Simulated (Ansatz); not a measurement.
**InH3O: a ladder of functionals and wavefunction methods**

Aim: compute InH3O with functionals from several rungs and with coupled cluster, and see how far each lands from CCSD(T) at the basis-set limit for the atomisation energy.

Program: Ansatz 0.2.0, Gaussian basis. Level of theory: functionals in def2-TZVPP, the program's frozen cores in correlated methods. These are calculated values, not measurements.

The runs, in order: LDA (SPW92), PBE-D4, revPBE-D4, BLYP-D4, r2SCAN-D4, B97M-V, PBE0-D4, B3LYP-D4, r2SCANh-D4, r2SCAN0-D4, HSE06-D4, BHLYP-D4, CAM-B3LYP-D4, LC-ωPBE, ωB97X-V, ωB97M-V, B2PLYP, PBE-QIDH; CCSD(T)/def2-SVP; CCSD(T)/def2-TZVPP; CCSD(T)/def2-QZVPP; extrapolation to the limit; RPA on PBE.

1 further run of the same task is left out (for a known fault of the program).

## (1) The relaxed structure

An earlier PBE0-D4 in a triple-zeta def2 set relaxation fixed the geometry. In takes the def2 core potential; no spin-orbit term is included.

5 atoms, charge 0, spin multiplicity 1.

Atoms are counted from 1 here; the program's logs count them from 0.

Bond lengths: O1–In2 1.991 Å, O1–H3 0.959 Å, In2–H4 1.715 Å, In2–H5 1.705 Å. Angles: In2–O1–H3 113.4°, O1–In2–H4 114.8°, O1–In2–H5 111.5°, H4–In2–H5 133.7°.

## (2) LDA

This LDA is Slater exchange with PW92 correlation.

The input, in.yaml:

```yaml
crystal:
  periodic: [false, false, false]
  atoms:
    - {symbol: O, position_ang: [0.829282, -0.830845, 0.776579]}
    - {symbol: In, position_ang: [-0.169392, 0.504190, -0.312407]}
    - {symbol: H, position_ang: [0.380686, -1.675833, 0.849399]}
    - {symbol: H, position_ang: [-1.661634, -0.055662, -0.945431]}
    - {symbol: H, position_ang: [0.670957, 1.984449, -0.409440]}
basis:
  gaussian: {orbitals: def2-TZVPP}
hamiltonian: {xc: lda}
output: {orbitals: {seedname: orbitals}}
```

On the command line:

```bash
ansatz run in.yaml --threads 2 --pin off --events-out ev --progress --plain --max-ram 32768MiB --backend cpu
```

Further steps of the session: PBE-D4 (GGA); revPBE-D4 (GGA); BLYP-D4 (GGA); r2SCAN-D4 (meta-GGA); B97M-V (meta-GGA); PBE0-D4 (hybrid); B3LYP-D4 (hybrid); r2SCANh-D4 (hybrid); r2SCAN0-D4 (hybrid); HSE06-D4 (hybrid); BHLYP-D4 (hybrid); CAM-B3LYP-D4 (range-separated); LC-ωPBE (range-separated); ωB97X-V (range-separated); ωB97M-V (range-separated); B2PLYP (double hybrid); PBE-QIDH (double hybrid); CCSD(T) in def2-SVP; CCSD(T) in def2-TZVPP; CCSD(T) in def2-QZVPP; RPA on PBE orbitals.

**Question.** What will the summary of the whole plan be? Wanted: atomisation energy, CCSD(T)/CBS; farthest beyond LDA; mean size of error, GGA; mean size of error, meta-GGA; mean size of error, hybrid; mean size of error, range-separated; mean size of error, double hybrid; gap, smallest and largest; T1 diagnostic.

**Answer**, as computed:

| quantity | value |
| --- | --- |
| atomisation energy, CCSD(T)/CBS | 1282.5 kJ/mol |
| functionals within 12.8 kJ/mol (1.0 %) | B97M-V, ωB97X-V, ωB97M-V |
| farthest beyond LDA | BHLYP-D4 (-82.2 kJ/mol) |
| mean size of error, GGA | 36.4 kJ/mol |
| mean size of error, meta-GGA | 12.9 kJ/mol |
| mean size of error, hybrid | 50.9 kJ/mol |
| mean size of error, range-separated | 13.1 kJ/mol |
| mean size of error, double hybrid | 46.5 kJ/mol |
| gap, smallest and largest | 4.46 eV (BLYP-D4), 11.35 eV (LC-ωPBE) |
| T1 diagnostic | 0.0170 |
| triples share of the correlation energy | 3.0 % |

In words: LDA overbinds by 180.6 kJ/mol (14 %). PBE-D4 is off by -19.4 kJ/mol. Double hybrids carry the basis error of their MP2 part in triple zeta, and no dispersion term here, so their miss is partly the set-up's. Taken by rung, meta-GGA functionals do best (12.9 kJ/mol on average) and hybrid ones worst beyond LDA (50.9 kJ/mol). The gap between the best rungs is small, so their order is not settled. The mean of the hybrids holds BHLYP, with half exact exchange. The reference freezes the cores and leaves out spin-orbit coupling and excitations past (T), and its outer-core shells are covered unevenly, so misses under about 12.8 kJ/mol can't be ranked. All levels share the lack of spin-orbit coupling, which lowers the free heavy atoms and so the true binding. Hartree-Fock recovers 65 % of the binding; the rest is correlation. CCSD(T) in def2-SVP is off by -122.5 kJ/mol, which most functionals beat. The gap grows from 4.5 to 11.3 eV across the functionals, mostly with the share of exact exchange. Correlated methods include outer-core shells of In, which these sets cover unevenly.
